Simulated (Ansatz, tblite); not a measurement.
# In12As12 wurtzite hole sphere (In₁₂As₁₂H₃₀): rung by rung

Aim: run the singlet of In12As12 wurtzite hole sphere (In₁₂As₁₂H₃₀) at one geometry on many levels, and compare frontier levels, spin and run time.

Method: as each input shows; program: Ansatz 0.2.0, Gaussian basis.

Levels to be run: GFN1-xTB, GFN2-xTB, PBE-D4/def2-SVP, r2SCAN-D4/def2-SVP.

1 further run of the same task is left out (set aside as unsound or not needed).

## Step 1: The geometry

The singlet was relaxed beforehand with PBE-D4/def2-SVP.

54 atoms, charge 0, spin multiplicity 1.

Bond lengths: In1–As2 2.762 Å, In1–As5 2.701 Å, In1–H25 1.740 Å, In1–H26 1.740 Å, As2–In7 2.687 Å, As2–H27 1.529 Å, As2–H28 1.529 Å, In3–As4 2.721 Å, In3–As5 2.622 Å, In3–As14 2.721 Å, In3–H29 1.741 Å, As4–In9 2.720 Å, As4–H30 1.526 Å, As4–H31 1.530 Å, As5–In6 2.665 Å, As5–In15 2.664 Å, In6–As8 2.711 Å, In6–As10 2.664 Å and more. Angles: As2–In1–As5 95.8°, As2–In1–H25 104.4°, As2–In1–H26 104.4°, As5–In1–H25 109.0°, As5–In1–H26 109.1°, H25–In1–H26 128.8°, In1–As2–In7 123.8°, In1–As2–H27 111.5°, In1–As2–H28 111.4°, In7–As2–H27 105.3°, In7–As2–H28 105.2°, H27–As2–H28 95.8°, As4–In3–As5 104.3°, As4–In3–As14 96.1°, As4–In3–H29 111.2°, As5–In3–As14 104.3°, As5–In3–H29 125.6°, As14–In3–H29 111.2° and more.

In takes a core potential in the def2 sets. No spin-orbit coupling is included.

PBE0-D4/def2-SVP was run before; its log isn't repeated, and its numbers join the tables.

## Step 2: GFN1-xTB

Tight binding, by tblite at 300 K electronic temperature and without a spin-polarisation term:

```python
tblite.interface.Calculator('GFN1-xTB', numbers, positions, charge=0, uhf=0).singlepoint()
```

Energy -1726.7804 eV, HOMO -9.21 eV, LUMO -6.69 eV; 0.63 s.

## Step 3: GFN2-xTB

Tight binding, by tblite at 300 K electronic temperature and without a spin-polarisation term:

```python
tblite.interface.Calculator('GFN2-xTB', numbers, positions, charge=0, uhf=0).singlepoint()
```

Energy -1587.1217 eV, HOMO -10.03 eV, LUMO -7.33 eV; 0.68 s.

## Step 4: PBE-D4/def2-SVP

start.molden holds the orbitals of an earlier run on this state, given as this run's starting guess.

Contents of in.yaml:

```yaml
crystal:
  periodic: [false, false, false]
  atoms:
    - {symbol: In, position_ang: [-0.002949, -5.168148, -0.196038]}
    - {symbol: As, position_ang: [0.003441, -4.856675, 2.548290]}
    - {symbol: In, position_ang: [0.002156, -2.785244, -3.379600]}
    - {symbol: As, position_ang: [-2.022014, -1.169812, -4.213465]}
    - {symbol: As, position_ang: [-0.000511, -2.529170, -0.770134]}
    - {symbol: In, position_ang: [-2.264951, -1.307830, -0.075179]}
    - {symbol: In, position_ang: [0.002697, -2.469404, 3.781821]}
    - {symbol: As, position_ang: [-2.025961, -1.173272, 2.622073]}
    - {symbol: In, position_ang: [-2.413948, 1.389469, -3.379621]}
    - {symbol: As, position_ang: [-2.186323, 1.263065, -0.770608]}
    - {symbol: In, position_ang: [-4.468117, 2.586305, -0.195096]}
    - {symbol: In, position_ang: [-2.135540, 1.230664, 3.783312]}
    - {symbol: As, position_ang: [-4.201634, 2.425835, 2.549880]}
    - {symbol: As, position_ang: [2.024220, -1.167241, -4.213218]}
    - {symbol: In, position_ang: [2.264436, -1.309563, -0.075870]}
    - {symbol: As, position_ang: [2.028965, -1.170468, 2.621730]}
    - {symbol: In, position_ang: [2.407598, 1.394499, -3.382611]}
    - {symbol: As, position_ang: [-0.004715, 2.335994, -4.215870]}
    - {symbol: As, position_ang: [2.190609, 1.261872, -0.772596]}
    - {symbol: In, position_ang: [0.002945, 2.613669, -0.075707]}
    - {symbol: In, position_ang: [2.138464, 1.234185, 3.782378]}
    - {symbol: As, position_ang: [0.000640, 2.338925, 2.622241]}
    - {symbol: In, position_ang: [4.472686, 2.586486, -0.199063]}
    - {symbol: As, position_ang: [4.205218, 2.425511, 2.545728]}
    - {symbol: H, position_ang: [-1.573959, -5.824317, -0.553918]}
    - {symbol: H, position_ang: [1.564037, -5.830197, -0.560503]}
    - {symbol: H, position_ang: [-1.126981, -5.649084, 3.204703]}
    - {symbol: H, position_ang: [1.141990, -5.643916, 3.196815]}
    - {symbol: H, position_ang: [0.002879, -4.293668, -4.248728]}
    - {symbol: H, position_ang: [-3.302352, -1.909147, -3.835049]}
    - {symbol: H, position_ang: [-2.207021, -1.276182, -5.728125]}
    - {symbol: H, position_ang: [-3.714720, -2.144375, -0.577023]}
    - {symbol: H, position_ang: [0.001964, -2.519604, 5.521580]}
    - {symbol: H, position_ang: [-3.258412, -1.885786, 3.184899]}
    - {symbol: H, position_ang: [-3.724803, 2.141635, -4.243789]}
    - {symbol: H, position_ang: [-5.826466, 1.562511, -0.560216]}
    - {symbol: H, position_ang: [-4.250293, 4.275676, -0.549241]}
    - {symbol: H, position_ang: [-2.176459, 1.254293, 5.523157]}
    - {symbol: H, position_ang: [-5.453619, 1.839503, 3.202066]}
    - {symbol: H, position_ang: [-4.316808, 3.803293, 3.202526]}
    - {symbol: H, position_ang: [2.213362, -1.278968, -5.726964]}
    - {symbol: H, position_ang: [3.305058, -1.902743, -3.828971]}
    - {symbol: H, position_ang: [3.714388, -2.146631, -0.576534]}
    - {symbol: H, position_ang: [3.262406, -1.882599, 3.183004]}
    - {symbol: H, position_ang: [3.712816, 2.152433, -4.250322]}
    - {symbol: H, position_ang: [-0.003870, 2.544765, -5.731158]}
    - {symbol: H, position_ang: [-0.004870, 3.815753, -3.842414]}
    - {symbol: H, position_ang: [0.001969, 4.288501, -0.574149]}
    - {symbol: H, position_ang: [2.183484, 1.258044, 5.522075]}
    - {symbol: H, position_ang: [-0.000290, 3.762472, 3.185277]}
    - {symbol: H, position_ang: [5.833138, 1.565137, -0.563102]}
    - {symbol: H, position_ang: [4.250518, 4.275038, -0.554670]}
    - {symbol: H, position_ang: [5.455446, 1.832847, 3.195476]}
    - {symbol: H, position_ang: [4.327259, 3.801366, 3.200522]}
basis:
  gaussian: {orbitals: def2-SVP, fitting: {mean_field: def2-universal-jkfit}, initial_orbitals: start.molden}
hamiltonian: {xc: pbe, dispersion: d4}
scf: {omitted_lower_state_checks: [starts]}
output: {forces: true, orbitals: {seedname: orbitals}}
```

The run is started by

```sh
> ansatz run in.yaml --threads 11 --pin off --events-out ev --progress --plain --max-ram 174080MiB --backend cuda --devices 0, --max-vram 75GiB
```

Further steps of the session: r2SCAN-D4/def2-SVP.

**Question.** What will the summary of the whole plan be? Wanted: gap in def2-SVP, named functionals, smallest and largest; binding an atom, functionals in def2-SVP.

The runs gave:

| quantity | value |
| --- | --- |
| gap in def2-SVP, named functionals, smallest and largest | 3.10 eV (PBE-D4), 4.72 eV (PBE0-D4) |
| binding an atom, functionals in def2-SVP | 2.40 (PBE0-D4) to 2.41 eV (r2SCAN-D4) |

What this shows: Orbital gaps of the named functionals in def2-SVP span 3.10 eV (PBE-D4) to 4.72 eV (PBE0-D4); exact exchange widens it.
